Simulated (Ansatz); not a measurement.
From input file to script: Br2GeH2, SMILES [Br][GeH2][Br] in Ansatz 0.2.0.

```yaml
crystal:
  periodic: [false, false, false]
  atoms:
    - { symbol: Br, position_ang: [-0.8152, 0.4053, 2.0152] }
    - { symbol: Ge, position_ang: [-0.1092, 0.0076, -0.154] }
    - { symbol: Br, position_ang: [2.0837, -0.677, -0.0829] }
    - { symbol: H, position_ang: [-0.1414, 1.3071, -1.0154] }
    - { symbol: H, position_ang: [-0.9681, -1.1166, -0.8042] }
basis:
  gaussian:
    orbitals: def2-SVP
correlation:
  active_space:
    window:
      electrons: 6
      orbitals: 7
```

Script `br2geh2_cas.py`:
```python
# -*- coding: utf-8 -*-
import logging
import sys

import ansatz as az
from ase import Atoms

logging.basicConfig(stream=sys.stdout, format="[%(levelname)s] %(message)s")
logger = logging.getLogger("calc")
logger.setLevel(logging.INFO)


def main():
    atoms = Atoms(["Br", "Ge", "Br", "H", "H"], positions=[
        (-0.8152, 0.4053, 2.0152),
        (-0.1092, 0.0076, -0.154),
        (2.0837, -0.677, -0.0829),
        (-0.1414, 1.3071, -1.0154),
        (-0.9681, -1.1166, -0.8042),
    ])
    br2geh2 = az.Crystal.molecule_from_ase(atoms)

    setup = (
        br2geh2.calculation()
        .basis(gaussian="def2-SVP")
        .correlation(active_electrons=6, active_orbitals=7)
    )
    for method in [None]:
        summary = (setup if method is None else setup.correlation(method)).run().report
        space = summary["configurations"]
        state = space["states"][0]
        print(method or "casscf", f"total {summary['free_energy_ev'] / 27.211386246:.6f} Ha, active-space state {state['energy']['hartree']:.6f} Ha, mean field {summary['reference_energy_ev'] / 27.211386246:.6f} Ha")
        print("  determinants", state["n_determinants"], " natural occupations", [round(n, 3) for n in space["natural_occupations"]])
    print("effectively unpaired electrons, sum of min(n, 2 - n):", round(sum(min(n, 2 - n) for n in space["natural_occupations"]), 3))


if __name__ == "__main__":
    main()
```

```console
$ python br2geh2_cas.py
casscf total -7220.605077 Ha, active-space state -7220.605077 Ha, mean field -7220.554802 Ha
  determinants 1225  natural occupations [1.981, 1.977, 1.972, 0.029, 0.02, 0.014, 0.007]
effectively unpaired electrons, sum of min(n, 2 - n): 0.141
```

What to keep in mind:
- The settings weren't tested for convergence.
- The geometry is a force-field or estimated start, not a minimum of this method, and the basis set is short of its limit. The active space starts as a window about the frontier orbitals and is then optimised, not chosen by chemistry.
- Run time: 88 s on 1 thread of Arm Neoverse V1 (shared host), peak memory 0.58 GiB.

(Lines on the test bed's own set-up are left out of the output.)
